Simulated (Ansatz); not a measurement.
**BFH₂OS: one species, many functionals**

One table from this session's results is given with a row withheld; the runs are named, their logs left out.

The runs use Ansatz 0.2.0, Gaussian basis; functionals in def2-TZVPP, the program's frozen cores in correlated methods.

The runs, in order: PBE-D4, r2SCAN-D4, PBE0-D4, B3LYP-D4, ωB97X-V, ωB97M-V, B2PLYP; MP2/def2-TZVPP.

3 further runs of the same task are left out: 3 that didn't finish.

## The geometry

An earlier PBE0-D4 in a triple-zeta def2 set relaxation fixed the geometry.

SMILES `OB(F)S`, 6 atoms, charge 0, spin multiplicity 1.

Atoms are counted from 1 here; the program's logs count them from 0.

Bond lengths: O1–B2 1.351 Å, O1–H5 0.962 Å, B2–F3 1.334 Å, B2–S4 1.809 Å, S4–H6 1.342 Å. Angles: B2–O1–H5 112.8°, O1–B2–F3 120.5°, O1–B2–S4 121.9°, F3–B2–S4 117.6°, B2–S4–H6 94.5°.

The first run:

in.yaml

```yaml
crystal:
  periodic: [false, false, false]
  atoms:
    - {symbol: O, position_ang: [0.663261, 0.390449, 0.829688]}
    - {symbol: B, position_ang: [0.086958, -0.371330, -0.125623]}
    - {symbol: F, position_ang: [0.545183, -1.597444, -0.381735]}
    - {symbol: S, position_ang: [-1.318864, 0.217807, -1.099060]}
    - {symbol: H, position_ang: [1.398621, -0.051175, 1.265526]}
    - {symbol: H, position_ang: [-1.375169, 1.411692, -0.488806]}
basis:
  gaussian: {orbitals: def2-TZVPP}
hamiltonian: {xc: pbe, dispersion: d4}
output: {forces: true, orbitals: {seedname: orbitals}}
```

Started as:

```
$ ansatz run in.yaml --threads 2 --pin off --events-out ev --progress --plain --max-ram 32768MiB --backend cpu
```

Steps of the session up to this table: PBE-D4 (GGA); r2SCAN-D4 (meta-GGA); PBE0-D4 (hybrid); B3LYP-D4 (hybrid); ωB97X-V (range-separated); ωB97M-V (range-separated); B2PLYP (double hybrid).

One table of the session follows, with a row left open; its other results are not shown here.

It belongs to the step «Orbital energies across the functionals». 

```
functional  HOMO (eV)  LUMO (eV)  gap (eV)
    PBE-D4      -6.62      -0.41      6.21
 r2SCAN-D4      -6.92       0.02      6.94
   PBE0-D4      -7.89       0.47      8.37
  B3LYP-D4      -7.63       0.11      7.74
   ωB97X-V          ?          ?         ?
   ωB97M-V     -10.08       1.88     11.96
```

Q: Estimate the row for ωB97X-V from the others.

**Answer.** HOMO (eV): -10.26; LUMO (eV): 2.35; gap (eV): 12.61. In the column «HOMO (eV)» it is the lowest.
